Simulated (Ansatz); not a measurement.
Run this with Ansatz 0.2.0, Python API and show what comes out.

`ch4bisi.xyz`
```text
8

I    -2.81160    1.15590   -0.76040
B    -0.87470    0.44460   -0.21540
C     0.54130    0.66500    0.36360
Si    0.57610   -1.04640   -0.07410
H     1.22420    1.28290   -0.28660
H     0.57400    0.88090    1.46690
H     0.86410   -1.43980   -1.44540
H    -0.00130   -2.00030    0.89560
```

The script, `methods.py`:
```python
from pathlib import Path

import ansatz as az
import numpy as np

BASIS = "def2-SVP"


def main() -> None:
    system = az.Crystal.molecule_from_extxyz("ch4bisi.xyz")

    calc = system.calculation().basis(gaussian=BASIS)

    print("functional    E (Ha)        dipole (D)   HOMO (eV)  LUMO (eV)")
    for name in ["r2scan", "pbe", "lc_wpbe", "hse06", "lda"]:
        data = calc.functional(name).forces().orbitals().run(threads=1, runs_dir="runs").report
        lines = Path(data["orbitals_path"]).read_text().splitlines()
        field_of = lambda key: [line.split("=")[1].strip() for line in lines if line.startswith(key)]
        orbitals = [(27.211386 * float(e), s, float(n)) for e, s, n in zip(field_of("Ene="), field_of("Spin="), field_of("Occup="))]
        homo = max(e for e, _, n in orbitals if n > 0.5)
        lumo = min(e for e, _, n in orbitals if n < 0.5)
        dipole = 4.803205 * np.linalg.norm(data["charge_distribution"]["dipole_moment_e_ang"])
        print(f"{name:10s} {data['free_energy_ev'] / 27.211386246:14.6f} {dipole:9.3f} {homo:11.3f} {lumo:10.3f}")


if __name__ == "__main__":
    main()
```

Running `python methods.py` prints:
```text
functional    E (Ha)        dipole (D)   HOMO (eV)  LUMO (eV)
r2scan        -652.393631     1.371      -4.743     -2.556
pbe           -652.086631     1.232      -4.516     -2.794
lc_wpbe       -652.232515     1.760      -7.887      0.393
hse06         -652.140957     1.447      -5.112     -2.277
lda           -650.103701     1.246      -4.625     -3.011
```

These settings explore the input space; basis and method may be short of convergence. The geometry is a force-field or estimated start, not a minimum of this method, and the basis set is short of its limit. A lower total doesn't mark the better method: functionals have no common bound, and MP2 and coupled cluster aren't variational. def2 sets replace the cores of elements past krypton by effective core potentials. Levels such as HOMO and LUMO are orbital energies: with these approximate functionals they aren't the ionisation energy and electron affinity, and their gap isn't the fundamental gap. hse06 follows the composition of plane-wave codes, whose totals differ by tens of mHa, up to about 0.1 Ha, from the form usual in Gaussian-basis programs (wpbeh). Timing: 13 s on 1 thread of Intel(R) Xeon(R) Processor @ 2.30GHz, on a shared host, peak memory 0.33 GiB.
